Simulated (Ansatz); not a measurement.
# CHGaS (triplet): the correlation ladder at a displaced geometry (v2), cc-pVDZ

An exercise on one series of results from a longer session: the logs are not shown, and one member is left open.

Method: cc-pVDZ, core rule «outside noble gas», up to 20 orbitals frozen; program: Ansatz 0.2.0, Gaussian basis.

To be run: UHF; CCSD(T) on ROHF; CCSD(T) on UHF; BCCD(T) on ROHF; CISD; CCSDT(Q) on ROHF; CCSDT(Q) on UHF.

26 further runs of the same task are left out: 2 for a known fault of the program, 10 that didn't finish, 14 set aside as unsound or not needed.

## The system

The geometry is a PBE0/def2-TZVP stationary point (not a proven minimum) with its atoms shifted at random (size 0.100 Å). No spin-orbit coupling is included. The filled d shell of Ga may be among the frozen orbitals whatever the setting's name suggests; the logs give the count.

4 atoms, charge 0, spin multiplicity 3.

Atoms are counted from 1 here; the program's logs count them from 0.

Bond lengths: Ga1–C2 1.991 Å, C2–S3 1.700 Å, S3–H4 1.298 Å. Angles: Ga1–C2–S3 160.5°, C2–S3–H4 98.3°.

Set-up of the first run:

Input file in.yaml:

```yaml
crystal:
  periodic: [false, false, false]
  atoms:
    - {symbol: Ga, position_ang: [0.064568, -0.291861, 2.420859]}
    - {symbol: C, position_ang: [-0.100349, -0.075768, 0.448882]}
    - {symbol: S, position_ang: [-0.023685, -0.424443, -1.212877]}
    - {symbol: H, position_ang: [0.059466, 0.792072, -1.656864]}
basis:
  gaussian: {orbitals: cc-pVDZ}
magnetization: {spin_polarized: true, initial_magnetization: 2}
hamiltonian: {xc: hf}
output: {orbitals: {seedname: orbitals}}
```

Command:

```console
$ ansatz run in.yaml --threads 1 --pin off --events-out ev --progress --plain --max-ram 2393MiB
```

Among the steps run: UHF; CCSD(T) on ROHF; CCSD(T) on UHF; BCCD(T) on ROHF; CISD; CCSDT(Q) on ROHF; CCSDT(Q) on UHF.

One table of the session follows, with a row left open; its other results are not shown here.

It belongs to the step «Misses and costs». 

| method | from UCCSDT(Q) (kJ/mol) |
| --- | --- |
| ROHF | +853.4 |
| UHF | +828.0 |
| RMP2 | +142.6 |
| UMP2 | +147.0 |
| RCCSD | +34.2 |
| UCCSD | +33.7 |
| RCCSD(T) | ? |
| UCCSD(T) | +6.6 |
| BCCD(T) | +6.0 |
| RCCSDT | +2.4 |
| UCCSDT | +2.3 |
| RCCSDT(Q) | +0.3 |
| UCCSDT(Q) | 0 |

Q: Estimate the row for RCCSD(T) from the others.

**Answer.** from UCCSDT(Q) (kJ/mol): +6.4. In the column «from UCCSDT(Q) (kJ/mol)» it lies between BCCD(T) (+6.0) and UCCSD(T) (+6.6).

Not comparable, so not listed: CISD (they don't share determinant, frozen orbitals or solution with the rows shown, or repeat one).

Limits of these values: Restricted and unrestricted rows rest on different reference determinants; where their highest levels disagree by more than a few hundredths of an eV, they describe different states and don't form one ladder.
